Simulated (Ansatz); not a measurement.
# SiC (3C silicon carbide): the cost of one run

Program: Ansatz 0.2.0. Level of theory: DFT LDA, scalar-relativistic, plane waves, PAW. These are calculated values, not measurements.

## Step 1: The starting structure

Symmetry: F-43m, No. 216, cubic system. The conventional cell has a = 4.360 Å, b = 4.360 Å, c = 4.360 Å, α = 90.00°, β = 90.00°, γ = 90.00°. Around Si (site symmetry -43m) lie 4 C at 1.89 Å. C (site symmetry -43m) is surrounded by 4 Si at 1.89 Å.

Coordinates:

```cif
data_structure
_symmetry_space_group_name_H-M 'P 1'
_symmetry_Int_Tables_number 1
_cell_length_a 3.0830
_cell_length_b 3.0830
_cell_length_c 3.0830
_cell_angle_alpha 60.000
_cell_angle_beta 60.000
_cell_angle_gamma 60.000
_cell_volume 20.72
loop_
_atom_site_label
_atom_site_type_symbol
_atom_site_fract_x
_atom_site_fract_y
_atom_site_fract_z
_atom_site_occupancy
Si1 Si 0.00000 0.00000 0.00000 1
C1 C 0.25000 0.25000 0.25000 1
```

## Step 2: Relaxing cell and atoms: SiC (3C silicon carbide), no spin

Input file input.yaml:

```yaml
crystal:
  lattice:
    - [0.0, 2.18, 2.18]
    - [2.18, 0.0, 2.18]
    - [2.18, 2.18, 0.0]
  atoms:
    - { symbol: Si, position: [0.0, 0.0, 0.0] }
    - { symbol: C, position: [0.25, 0.25, 0.25] }
scf:
  occupations: { method: fixed }
output:
  forces: true
  stress: true
  eigenvalues: true
  write_density: true
  write_potential: true
  elf: true
  volumetric_format: npy
hamiltonian:
  xc: lda
kpoints:
  mp_grid: { grid: [8, 8, 8] }
basis:
  ecutwfc: 560
relax:
  f_tol: 0.002
  max_steps: 60
  cell: { stress_tol: 0.02 }
```

Command:

```console
$ ansatz run input.yaml --threads 4 --pin off --max-ram 8192MiB --backend cpu --events-out ev --progress --plain --runs-dir out
```

What time and memory should one allow on 4 threads of AMD EPYC 7R43 (Zen 3), shared host?

About 2.3 s, with a peak of 0.34 GiB.
